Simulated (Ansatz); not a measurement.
**CH₇SSi₂ radical: up Jacob's ladder to CCSD(T)**

One table from this session's results is given with a row withheld; the runs are named, their logs left out.

Computed with Ansatz 0.2.0, Gaussian basis. Level: functionals in def2-TZVPP, the program's frozen cores in correlated methods.

Plan: LDA (SPW92), PBE-D4, revPBE-D4, BLYP-D4, r2SCAN-D4, B97M-V, PBE0-D4, B3LYP-D4, r2SCANh-D4, r2SCAN0-D4, HSE06-D4, BHLYP-D4, CAM-B3LYP-D4, LC-ωPBE, ωB97X-V, ωB97M-V, B2PLYP, PBE-QIDH; CCSD(T)/def2-SVP; CCSD(T)/def2-TZVPP; MP2/def2-QZVPP; extrapolation to the limit; RPA on PBE.

**Structure used throughout**

The geometry comes from an earlier relaxation with PBE0-D4 in a triple-zeta def2 set; it is a stationary point, not always the lowest conformer.

SMILES `C[SiH2]S[SiH2]`, 11 atoms, charge 0, spin multiplicity 2.

Atoms are counted from 1 here; the program's logs count them from 0.

Bond lengths: C1–Si2 1.862 Å, C1–H5 1.092 Å, C1–H6 1.093 Å, C1–H7 1.092 Å, Si2–S3 2.150 Å, Si2–H8 1.486 Å, Si2–H9 1.488 Å, S3–Si4 2.126 Å, Si4–H10 1.488 Å, Si4–H11 1.492 Å. Angles: Si2–C1–H5 110.8°, Si2–C1–H6 110.1°, Si2–C1–H7 110.7°, H5–C1–H6 108.5°, H5–C1–H7 108.4°, H6–C1–H7 108.2°, C1–Si2–S3 107.8°, C1–Si2–H8 111.0°, C1–Si2–H9 111.6°, S3–Si2–H8 109.4°, S3–Si2–H9 108.6°, H8–Si2–H9 108.3°, Si2–S3–Si4 97.8°, S3–Si4–H10 106.7°, S3–Si4–H11 111.5°, H10–Si4–H11 110.5°.

Coordinates:

```tsv
atom	x (Å)	y (Å)	z (Å)
C1	-0.8155	1.8991	0.4925
Si2	-0.5614	0.2328	-0.2993
S3	1.5418	-0.2088	-0.2372
Si4	1.4063	-2.3062	-0.5554
H5	-0.4894	1.8862	1.5343
H6	-1.8735	2.1720	0.4637
H7	-0.2495	2.6682	-0.0372
H8	-1.0245	0.2367	-1.7111
H9	-1.2923	-0.8382	0.4301
H10	2.8006	-2.8259	-0.5848
H11	0.6229	-2.9727	0.5247
```

The first run:

in.yaml

```yaml
crystal:
  periodic: [false, false, false]
  atoms:
    - {symbol: C, position_ang: [-0.815545, 1.899069, 0.492536]}
    - {symbol: Si, position_ang: [-0.561366, 0.232778, -0.299283]}
    - {symbol: S, position_ang: [1.541790, -0.208794, -0.237165]}
    - {symbol: Si, position_ang: [1.406298, -2.306184, -0.555383]}
    - {symbol: H, position_ang: [-0.489393, 1.886204, 1.534292]}
    - {symbol: H, position_ang: [-1.873534, 2.171986, 0.463747]}
    - {symbol: H, position_ang: [-0.249475, 2.668226, -0.037156]}
    - {symbol: H, position_ang: [-1.024520, 0.236660, -1.711135]}
    - {symbol: H, position_ang: [-1.292304, -0.838225, 0.430084]}
    - {symbol: H, position_ang: [2.800580, -2.825879, -0.584766]}
    - {symbol: H, position_ang: [0.622871, -2.972743, 0.524731]}
basis:
  gaussian: {orbitals: def2-TZVPP}
magnetization: {spin_polarized: true, initial_magnetization: 1}
hamiltonian: {xc: lda}
output: {orbitals: {seedname: orbitals}}
```

Run with:

```sh
ansatz run in.yaml --threads 2 --pin off --events-out ev --progress --plain --max-ram 32768MiB --backend cpu
```

Steps of the session up to this table: LDA; PBE-D4 (GGA); revPBE-D4 (GGA); BLYP-D4 (GGA); r2SCAN-D4 (meta-GGA); B97M-V (meta-GGA); B3LYP-D4 (hybrid); r2SCANh-D4 (hybrid); r2SCAN0-D4 (hybrid); HSE06-D4 (hybrid); BHLYP-D4 (hybrid); CAM-B3LYP-D4 (range-separated); LC-ωPBE (range-separated); ωB97X-V (range-separated); ωB97M-V (range-separated); B2PLYP (double hybrid); PBE-QIDH (double hybrid).

One of the session's tables, all rows but one given; the rest of the session is left out.

It belongs to the step «Orbital energies across the functionals». 

```
  functional  HOMO (eV)  LUMO (eV)  gap (eV)
 LDA (SPW92)      -4.81      -3.77      1.03
      PBE-D4      -4.84      -3.37      1.48
   revPBE-D4      -4.83      -3.23      1.60
     BLYP-D4      -4.63      -3.37      1.25
   r2SCAN-D4      -5.18      -2.94      2.24
      B97M-V      -4.98      -3.53      1.45
     PBE0-D4      -5.94      -2.49      3.45
    B3LYP-D4      -5.66      -2.86      2.80
  r2SCANh-D4      -5.58      -2.65      2.93
  r2SCAN0-D4      -6.18      -2.22      3.97
    HSE06-D4      -5.54      -2.87      2.68
    BHLYP-D4      -6.85      -1.70      5.14
CAM-B3LYP-D4      -7.12      -1.60      5.52
     LC-ωPBE          ?          ?         ?
     ωB97X-V      -8.05      -0.77      7.28
     ωB97M-V      -7.70      -0.91      6.78
```

**Question.** Estimate the row for LC-ωPBE.

**Answer.** HOMO (eV): -8.54; LUMO (eV): -0.24; gap (eV): 8.30. In the column «HOMO (eV)» it is the lowest.
